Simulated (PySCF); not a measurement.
# Ways to converge the SCF of S⁻

The same problem is solved with other solver options, one edit a run.

Computed with PySCF 2.14.0. Level: method and basis as typed in the scripts.

## (1) The atom

S⁻: 1 atom, charge -1, spin multiplicity 2.

## (2) Base script

File input.py:

```python
from pyscf import gto, scf, mp

mol = gto.M(
    atom='S 0 0 0',
    basis='cc-pcvdz',
    charge=-1,
    spin=1,
    symmetry=True,
    verbose=4,
)
mf = scf.UHF(mol)
mf.kernel()
mp.MP2(mf, frozen=5).kernel()
mf.dip_moment()
print('orbital energies (hartree):', [e[max(0, n-3):n+3].round(4) for e, n in zip(mf.mo_energy, mol.nelec)])
```

Started as:

```bash
$ OMP_NUM_THREADS=1 python input.py
```

Its log is not repeated here.

In short: E(SCF) = -397.503762 Eh, 8 cycles, E(MP2) − E(SCF) = -0.10645 Eh, ⟨S²⟩ = 0.750.

## (3) Damping 0.2

Edit 1 changes damping: none → 0.2.

File input.py:

```python
from pyscf import gto, scf, mp

mol = gto.M(
    atom='S 0 0 0',
    basis='cc-pcvdz',
    charge=-1,
    spin=1,
    symmetry=True,
    verbose=4,
)
mf = scf.UHF(mol)
mf.damp = 0.2
mf.diis_start_cycle = 8
mf.kernel()
mp.MP2(mf, frozen=5).kernel()
mf.dip_moment()
print('orbital energies (hartree):', [e[max(0, n-3):n+3].round(4) for e, n in zip(mf.mo_energy, mol.nelec)])
```

Started as:

```bash
$ OMP_NUM_THREADS=1 python input.py
```

## (4) Smearing width 0.01 hartree

Edit 2 changes smearing width: none → 0.01 hartree; step after the SCF: mp2 → none.

Changes to input.py since step 2:

```diff
@@ -1,2 +1,2 @@
-from pyscf import gto, scf, mp
+from pyscf import gto, scf
 
@@ -11,4 +11,4 @@
 mf = scf.UHF(mol)
+mf = scf.addons.smearing_(mf, sigma=0.01, method='fermi')
 mf.kernel()
-mp.MP2(mf, frozen=5).kernel()
 mf.dip_moment()
```

## (5) Level shift 1 hartree

Edit 3 changes level shift: none → 1 hartree.

Changes to input.py since step 2:

```diff
@@ -11,2 +11,3 @@
 mf = scf.UHF(mol)
+mf.level_shift = 1.0
 mf.kernel()
```

## (6) DIIS space 4

Edit 4 changes DIIS space: default → 4.

Changes to input.py since step 2:

```diff
@@ -11,2 +11,3 @@
 mf = scf.UHF(mol)
+mf.diis_space = 4
 mf.kernel()
```

Q: Predict the outcome of this session. Wanted: for each run, E(SCF); from base; gap, α spin; after the SCF.

The runs gave:

| run | E(SCF) (hartree) | from base (eV) | cycles | gap, α spin (eV) | after the SCF |
| --- | --- | --- | --- | --- | --- |
| base | -397.503762 | 0 | 8 | 27.83 | MP2 correlation -2.897 eV, core frozen |
| damping 0.2 | -397.503762 | 0.0000 | 11 | 27.83 | MP2 correlation -2.897 eV, core frozen |
| smearing width 0.01 hartree | -397.338383 | not comparable | 7 | n/a | n/a |
| level shift 1 hartree | -397.503762 | 0.0000 | 14 | 27.83 | MP2 correlation -2.897 eV, core frozen |
| DIIS space 4 | -397.503762 | 0.0000 | 8 | 27.83 | MP2 correlation -2.897 eV, core frozen |

Distance from each run's final energy (log10 hartree) by cycle:

| run | cycle 1 | cycle 2 | cycle 3 | cycle 5 | cycle 8 | cycle 12 |
| --- | --- | --- | --- | --- | --- | --- |
| base | -1.8 | -3.2 | -4.8 | -6.2 | < -11 | done |
| damping 0.2 | -1.8 | -3.7 | -4.5 | -5.6 | -6.9 | done |
| smearing width 0.01 hartree | -1.7 | -2.8 | -5.5 | -8.5 | done | done |
| level shift 1 hartree | -1.6 | -2.5 | -3.1 | -4.4 | -6.1 | -8.6 |
| DIIS space 4 | -1.8 | -3.2 | -4.8 | -6.2 | -10.3 | done |

**Reading.** The SCF energy stays the same, to the digits that matter, with damping 0.2 or level shift 1 hartree or DIIS space 4. The base needs 8 cycles and the run with level shift 1 hartree needs 14.
